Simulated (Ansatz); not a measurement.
# MoRh: the cost of one run

Program: Ansatz 0.2.0. Level of theory: DFT r2SCAN, scalar-relativistic, plane waves, PAW. These are calculated values, not measurements.

2 further runs of the same task are left out: 2 that didn't finish.

## (1) The system as given

Symmetry: P-6m2, No. 187, hexagonal system. The conventional cell has a = 2.760 Å, b = 2.760 Å, c = 4.407 Å, α = 90.00°, β = 90.00°, γ = 120.00°. Around Mo (site symmetry -6m2) lie 6 Rh at 2.72 Å and 6 Mo at 2.76 Å. Rh (site symmetry -6m2) has 6 Mo at 2.72 Å and 6 Rh at 2.76 Å as nearest neighbours.

Coordinates:

```cif
data_structure
_symmetry_space_group_name_H-M 'P 1'
_symmetry_Int_Tables_number 1
_cell_length_a 2.7597
_cell_length_b 2.7597
_cell_length_c 4.4066
_cell_angle_alpha 90.000
_cell_angle_beta 90.000
_cell_angle_gamma 120.000
_cell_volume 29.06
loop_
_atom_site_label
_atom_site_type_symbol
_atom_site_fract_x
_atom_site_fract_y
_atom_site_fract_z
_atom_site_occupancy
Mo1 Mo 0.00000 0.00000 0.50000 1
Rh1 Rh 0.33333 0.66667 0.00000 1
```

It goes back to an entry of the Materials Project, which need not be the stable form.

This cell was relaxed beforehand with the same method: volume 14.53 Å³/atom, gap on the mesh none (metal).

## (2) Volume × 0.97

The input, input.yaml:

```yaml
crystal:
  lattice:
    - [2.731782841, 0.0, 0.0]
    - [-1.3658914205, 2.3657933379, 0.0]
    - [0.0, 0.0, 4.3621164064]
  atoms:
    - { symbol: Mo, position: [0.0, 0.0, 0.5] }
    - { symbol: Rh, position: [0.3333333333, 0.6666666667, 0.0] }
basis:
  ecutwfc: 500
kpoints:
  mp_grid: { grid: [18, 18, 10] }
hamiltonian:
  xc: r2scan
scf:
  occupations: { method: gaussian, width: 0.1 }
output:
  forces: true
  stress: true
  eigenvalues: true
relax:
  adjacent_minimum: "off"
  f_tol: 0.01
  max_steps: 30
  cell: { stress_tol: 0.1, fix: [volume] }
```

Launch:

```console
$ ansatz run input.yaml --threads 1 --pin off --max-ram 2560MiB --backend cpu --events-out ev --progress --plain --runs-dir out
```

**Question.** How long does this run take on 1 thread of Intel Xeon 6975P-C (Granite Rapids), shared host, and how much memory does it need?

About 38 s, with a peak of 0.66 GiB.
